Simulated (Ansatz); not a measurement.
**CH₄LiNSi (SMILES [Li][NH][SiH]=C): one structure at several levels**

The task here is to estimate one member of a computed series from the others.

Method: single points in def2-TZVPP; program: Ansatz 0.2.0, Gaussian basis.

Cores are frozen in the correlated methods. The outer core shell of Li, Na, Mg and K is correlated. B3LYP uses VWN-RPA correlation.

## The system as given

SMILES `[Li][NH][SiH]=C`, 8 atoms, charge 0, spin multiplicity 1.

Atoms are counted from 1 here; the program's logs count them from 0.

Bond lengths: Li1–N2 1.737 Å, N2–Si3 1.628 Å, N2–H5 1.015 Å, Si3–C4 1.817 Å, Si3–H6 1.567 Å, C4–H7 1.025 Å, C4–H8 1.091 Å. Angles: Li1–N2–Si3 135.7°, Li1–N2–H5 116.4°, Si3–N2–H5 107.7°, N2–Si3–C4 133.0°, N2–Si3–H6 102.6°, C4–Si3–H6 124.2°, Si3–C4–H7 122.4°, Si3–C4–H8 125.7°, H7–C4–H8 111.8°.

Coordinates:

```mol
CH4LiNSi
  3D, bonds by distance, orders not assigned

  8  7  0  0  0  0  0  0  0  0999 V2000
   -0.3968    2.9378   -0.9340 Li  0  0
    0.0385    1.2651   -0.7640 N   0  0
   -0.2941    0.0770    0.2989 Si  0  0
    0.2727   -1.6425    0.4547 C   0  0
    0.7236    0.9080   -1.4223 H   0  0
   -1.2391    0.7901    1.3250 H   0  0
    0.9253   -2.0672   -0.2113 H   0  0
   -0.0615   -2.3578    1.2074 H   0  0
  1  2  8  0
  2  3  8  0
  2  5  8  0
  3  4  8  0
  3  6  8  0
  4  7  8  0
  4  8  8  0
M  END
```

The first run:

The input, run/in.yaml:

```yaml
crystal:
  periodic: [false, false, false]
  atoms:
    - {symbol: Li, position_ang: [-0.396800, 2.937800, -0.934000]}
    - {symbol: N, position_ang: [0.038500, 1.265100, -0.764000]}
    - {symbol: Si, position_ang: [-0.294100, 0.077000, 0.298900]}
    - {symbol: C, position_ang: [0.272700, -1.642500, 0.454700]}
    - {symbol: H, position_ang: [0.723600, 0.908000, -1.422300]}
    - {symbol: H, position_ang: [-1.239100, 0.790100, 1.325000]}
    - {symbol: H, position_ang: [0.925300, -2.067200, -0.211300]}
    - {symbol: H, position_ang: [-0.061500, -2.357800, 1.207400]}
basis:
  gaussian: {orbitals: def2-TZVPP}
correlation: {method: ccsd_t}
output: {forces: true}
```

The command line of these runs was not kept.

Steps of the session up to this table: CCSD(T)/def2-TZVPP; PBE0-D4/def2-TZVPP; wB97M-V/def2-TZVPP; r2SCAN-D4/def2-TZVPP; PBE-D4/def2-TZVPP; B3LYP-D4/def2-TZVPP; wB97X-V/def2-TZVPP.

One of the session's tables, all rows but one given; the rest of the session is left out.

```
   method  RMS force component (eV/Å)  angle to CCSD(T) forces (°)  dipole (D)
  CCSD(T)                       1.323                    reference        9.20
  PBE0-D4                           ?                            ?           ?
  wB97M-V                       1.358                          5.4        9.31
r2SCAN-D4                       1.319                          3.0        9.25
   PBE-D4                       1.358                          5.6        8.99
 B3LYP-D4                       1.319                          2.7        9.12
  wB97X-V                       1.379                          5.8        9.39
```

Q: Estimate the row for PBE0-D4 from the others.

**Answer.** RMS force component (eV/Å): 1.334; angle to CCSD(T) forces (°): 4.5; dipole (D): 9.22. In the column «RMS force component (eV/Å)» it lies between CCSD(T) (1.323) and wB97M-V (1.358).
